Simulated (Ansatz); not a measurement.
Working through a rigid torsion scan of C2H7BOSi, SMILES B[SiH2]CC=O

Program: the Python package of Ansatz (0.2.0).

At the Python prompt:
```pycon
>>> import ansatz as az
>>> from ase import Atoms
>>> atoms = Atoms(["B", "Si", "C", "C", "O", "H", "H", "H", "H", "H", "H", "H"], positions=[
...     (-0.1461, 0.3228, -2.2755),
...     (0.325, -0.5234, -0.6456),
...     (-0.3377, 0.4578, 0.8073),
...     (0.1712, -0.1905, 2.0998),
...     (-0.3707, -1.2901, 2.4019),
...     (-1.3385, 0.5559, -2.5266),
...     (0.6576, 0.7453, -3.04),
...     (-0.2062, -1.8572, -0.6253),
...     (1.7992, -0.589, -0.5384),
...     (0.1282, 1.4797, 0.8018),
...     (-1.4214, 0.5319, 0.7888),
...     (0.8163, 0.3016, 2.7857),
... ])
>>> first = (
...     az.Crystal.molecule_from_ase(atoms).calculation()
...     .basis(gaussian="def2-SVP")
...     .functional("hf")
...     .relax(force_tolerance=0.02, max_steps=80)
... )
>>> atoms.positions = first.run(threads=1).report["positions_ang"]
>>> start = atoms.get_dihedral(3, 2, 1, 0)
>>> energies = {}
>>> for turn in range(0, 360, 40):
...     turned = atoms.copy()
...     turned.set_dihedral(3, 2, 1, 0, start + turn, indices=[0, 1, 5, 6, 7, 8])
...     job = (
...         az.Crystal.molecule_from_ase(turned).calculation()
...         .basis(gaussian="def2-SVP")
...         .functional("hf")
...     )
...     energies[round((start + turn) % 360)] = job.run(threads=1).report["free_energy_ev"]
...
>>> floor = min(energies.values())
>>> print("dihedral C3-C2-Si1-B0 (deg)   E - E(min) (kcal/mol)")
dihedral C3-C2-Si1-B0 (deg)   E - E(min) (kcal/mol)
>>> for angle, e in sorted(energies.items()):
...     print(f"{angle:8d} {23.060548 * (e - floor):14.3f}  " + "#" * int(30 * (e - floor) / max(max(energies.values()) - floor, 1e-9)))
...
      21          2.045  ##############################
      61          0.000
     101          1.052  ###############
     141          1.260  ##################
     181          0.050
     221          1.467  #####################
     261          1.922  ############################
     301          0.601  ########
     341          1.887  ###########################
```

The scan is rigid and the energies are electronic, in a modest basis. With rigid groups the curve can differ much from the relaxed path, the start wasn't checked as a minimum of this torsion, and equivalent turns needn't return to the same energy. Hardware and time: 110 s on 1 thread of Arm Neoverse V1, with other jobs on the host, peak memory 0.29 GiB.
